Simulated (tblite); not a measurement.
# CH7FN2Si (SMILES CN[SiH](N)F): GFN2-xTB

Wanted: a structure relaxation of CH7FN2Si. Input form: a Python script.

Program for the calculation: tblite 0.8.0.

30 further runs of the same task are left out: 30 set aside as unsound or not needed.

**1. The system as given**

CH7FN2Si has 12 atoms, charge 0, and is taken as a singlet. As SMILES, `CN[SiH](N)F`. Geometry: relaxed at PBE0-D4/def2-TZVP. This is one conformer, not always the lowest. The run starts from this shape.

Bond lengths: C1–N2 1.447 Å, N2–Si3 1.692 Å, Si3–N4 1.700 Å, Si3–F5 1.605 Å, C1–H6 1.094 Å, C1–H7 1.092 Å, C1–H8 1.096 Å, N2–H9 1.008 Å, Si3–H10 1.483 Å, N4–H11 1.006 Å, N4–H12 1.005 Å. Some angles: C1–N2–Si3 125.9°, N2–Si3–N4 108.0°, N2–Si3–F5 116.4°, N4–Si3–F5 103.5°, C1–N2–H9 114.3°, Si3–N2–H9 118.0°, N2–C1–H6 111.4°, N2–C1–H7 109.5°, N2–C1–H8 112.9°, N2–Si3–H10 106.1°.

**2. A geometry optimisation at GFN2-xTB**

The input, start.xyz:

```xyz
12

C     -1.430400     1.177200     0.532100
N     -0.091000     0.691400     0.282100
Si     0.310200    -0.719100    -0.562400
N      1.879200    -1.180900    -0.098300
F      0.415400    -0.589200    -2.158800
H     -1.539700     1.534700     1.560600
H     -2.144700     0.362300     0.394500
H     -1.722800     1.987900    -0.144800
H      0.632600     1.378300     0.426400
H     -0.815000    -1.661300    -0.348100
H      2.459600    -1.721600    -0.717100
H      2.123500    -1.315000     0.867800
```

The input, script.py:

```python
import json
import numpy as np
from tblite.interface import Calculator
from tblite.interface import symbols_to_numbers
from scipy.optimize import minimize

symbols = list(map(str, np.loadtxt("start.xyz", skiprows=2, usecols=0, dtype=str, ndmin=1)))
numbers = np.array(symbols_to_numbers(symbols))
positions = np.loadtxt("start.xyz", skiprows=2, usecols=(1, 2, 3), ndmin=2) / 0.5291772

calculator = Calculator("GFN2-xTB", numbers, positions, charge=0, uhf=0)
calculator.set("verbosity", 0)
calculator.set("accuracy", 0.01)
last, frames, energies, grads = [None], [], [], []

def fun(x):
    calculator.update(x.reshape(-1, 3))
    last[0] = calculator.singlepoint(last[0])
    return float(last[0].get('energy')), last[0].get('gradient').ravel()

def show(x):
    e, g = fun(x)
    frames.append(x.reshape(-1, 3).tolist())
    energies.append(e)
    grads.append(g.reshape(-1, 3).tolist())
    print(f"{len(energies) - 1:4d} {e:16.9f} {np.abs(g).max():12.3e} {np.linalg.norm(g):12.3e}")

print("step      energy/Eh       max grad     grad norm")
show(positions.ravel())
opt = minimize(fun, positions.ravel(), jac=True, method="BFGS", callback=show, options={"gtol": 3e-05, "maxiter": 500})
print("converged:", opt.success, "-", opt.message)
fun(opt.x)
res = last[0]
final = opt.x.reshape(-1, 3)
print("final geometry (angstrom)")
for s, p in zip(symbols, final * 0.529177210903):
    print(f"{s:<2} {p[0]:12.6f} {p[1]:12.6f} {p[2]:12.6f}")
print(f"total energy: {res.get('energy') * 627.5095:.8f} kcal/mol")
eps = np.atleast_2d(res.get("orbital-energies")) * 27.211386
occ = np.atleast_2d(res.get("orbital-occupations"))
filled = occ.sum(axis=0) if eps.shape[0] == 1 else occ[0]
homo = np.nonzero(filled > 0.5)[0].max()
print(f"HOMO {eps[0, homo]:.4f} eV")
if homo + 1 < eps.shape[1]:
    print(f"LUMO {eps[0, homo + 1]:.4f} eV, gap {eps[0, homo + 1] - eps[0, homo]:.4f} eV")
mu = res.get("dipole") * 2.541746
print(f"Dipole moment: {np.linalg.norm(mu):.4f} D, components " + " ".join(f"{c:.4f}" for c in mu))
q = res.get("charges")
print("Charges:", " ".join(f"{s}{i + 1}={c:+.4f}" for i, (s, c) in enumerate(zip(symbols, q))))
out = {k: np.asarray(res.get(k)).tolist() for k in ("energy", "gradient", "charges", "dipole", "orbital-energies", "orbital-occupations")}
out.update(symbols=symbols, positions=(positions * 0.529177210903).tolist(), final=final.tolist(), frames=frames, step_energies=energies, grads=grads, success=bool(opt.success))
json.dump(out, open("results.json", "w"))
```

Started as:

```sh
python script.py
```

**Question.** What will come out? Wanted: total energy at the end; dipole moment; HOMO energy; LUMO energy; HOMO–LUMO gap.

Answer, from the run:

Level: GFN2-xTB.

```
               quantity         value
total energy at the end  -18.11249 Eh
          dipole moment        2.26 D
            HOMO energy      -9.96 eV
            LUMO energy      -3.67 eV
          HOMO–LUMO gap       6.29 eV
```

**Reading.** At the final geometry: Bond lengths: C1–N2 1.442 Å, N2–Si3 1.706 Å, Si3–N4 1.716 Å, Si3–F5 1.620 Å, C1–H6 1.093 Å, C1–H7 1.087 Å, C1–H8 1.096 Å, N2–H9 1.008 Å, Si3–H10 1.455 Å, N4–H11 1.006 Å, N4–H12 1.005 Å. Some angles: C1–N2–Si3 125.2°, N2–Si3–N4 105.3°, N2–Si3–F5 115.7°, N4–Si3–F5 103.1°, C1–N2–H9 112.3°, Si3–N2–H9 118.3°, N2–C1–H6 110.3°, N2–C1–H7 109.1°, N2–C1–H8 112.3°, N2–Si3–H10 109.0°. The optimisation took 119 steps and changed the energy by -0.046 eV.
